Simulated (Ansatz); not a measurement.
# SnIF2 radical: one species, many methods

An exercise on one series of results from a longer session: the logs are not shown, and one member is left open.

Program: Ansatz 0.2.0, Gaussian basis. Level of theory: functionals in def2-TZVPP, the program's frozen cores in correlated methods. These are calculated values, not measurements.

The runs, in order: LDA (SPW92), PBE-D4, revPBE-D4, BLYP-D4, r2SCAN-D4, B97M-V, PBE0-D4, B3LYP-D4, r2SCANh-D4, r2SCAN0-D4, HSE06-D4, BHLYP-D4, CAM-B3LYP-D4, LC-ωPBE, ωB97X-V, ωB97M-V, B2PLYP, PBE-QIDH; CCSD(T)/def2-SVP; CCSD(T)/def2-TZVPP; MP2/def2-QZVPP; extrapolation to the limit; RPA on PBE.

**Structure used throughout**

The geometry comes from an earlier relaxation with PBE0-D4 in a triple-zeta def2 set; it is a stationary point. Sn, I take the def2 core potential; no spin-orbit term is included.

SMILES `[F][Sn]([F])[I]`, 4 atoms, charge 0, spin multiplicity 2.

Atoms are counted from 1 here; the program's logs count them from 0.

Bond lengths: F1–Sn2 1.916 Å, Sn2–F3 1.916 Å, Sn2–I4 2.703 Å. Angles: F1–Sn2–F3 101.2°, F1–Sn2–I4 109.4°, F3–Sn2–I4 109.3°.

The first run:

File in.yaml:

```yaml
crystal:
  periodic: [false, false, false]
  atoms:
    - {symbol: F, position_ang: [-0.757538, -0.542155, 1.599872]}
    - {symbol: Sn, position_ang: [0.316580, 0.419469, 0.337179]}
    - {symbol: F, position_ang: [1.649890, -0.889475, -0.089190]}
    - {symbol: I, position_ang: [-1.153532, 0.951762, -1.868162]}
basis:
  gaussian: {orbitals: def2-TZVPP}
magnetization: {spin_polarized: true, initial_magnetization: 1}
hamiltonian: {xc: lda}
output: {orbitals: {seedname: orbitals}}
```

The run is started by

```sh
$ ansatz run in.yaml --threads 4 --pin off --events-out ev --progress --plain --max-ram 10444MiB
```

Steps of the session up to this table: LDA; PBE-D4 (GGA); revPBE-D4 (GGA); BLYP-D4 (GGA); r2SCAN-D4 (meta-GGA); B97M-V (meta-GGA); B3LYP-D4 (hybrid); r2SCANh-D4 (hybrid); r2SCAN0-D4 (hybrid); HSE06-D4 (hybrid); BHLYP-D4 (hybrid); CAM-B3LYP-D4 (range-separated); LC-ωPBE (range-separated); ωB97X-V (range-separated); ωB97M-V (range-separated); B2PLYP (double hybrid); PBE-QIDH (double hybrid).

One table of the session follows, with a row left open; its other results are not shown here.

It belongs to the step «Orbital energies across the functionals». 

```
  functional  HOMO (eV)  LUMO (eV)  gap (eV)
 LDA (SPW92)      -6.85      -6.29      0.56
      PBE-D4      -6.67      -5.90      0.77
   revPBE-D4      -6.62      -5.77      0.85
     BLYP-D4      -6.51      -5.88      0.63
   r2SCAN-D4          ?          ?         ?
      B97M-V      -6.84      -5.86      0.98
     PBE0-D4      -7.83      -5.18      2.65
    B3LYP-D4      -7.59      -5.51      2.08
  r2SCANh-D4      -7.51      -5.45      2.06
  r2SCAN0-D4      -8.15      -5.03      3.12
    HSE06-D4      -7.45      -5.54      1.91
    BHLYP-D4      -8.81      -4.45      4.36
CAM-B3LYP-D4      -9.02      -4.33      4.69
     LC-ωPBE     -10.28      -3.02      7.26
     ωB97X-V      -9.86      -3.33      6.52
     ωB97M-V      -9.80      -3.43      6.38
```

Q: Estimate the row for r2SCAN-D4 from the others.

Worked estimate for «HOMO (eV)». Against the share of exact exchange, r2SCANh-D4 (0.1, -7.51), r2SCAN0-D4 (0.25, -8.15) give a slope of -4.27 per unit share; at 0 the line stands at -7.08.

As computed: HOMO (eV): -7.09; LUMO (eV): -5.73; gap (eV): 1.36. In «HOMO (eV)» the line misses by +0.01.
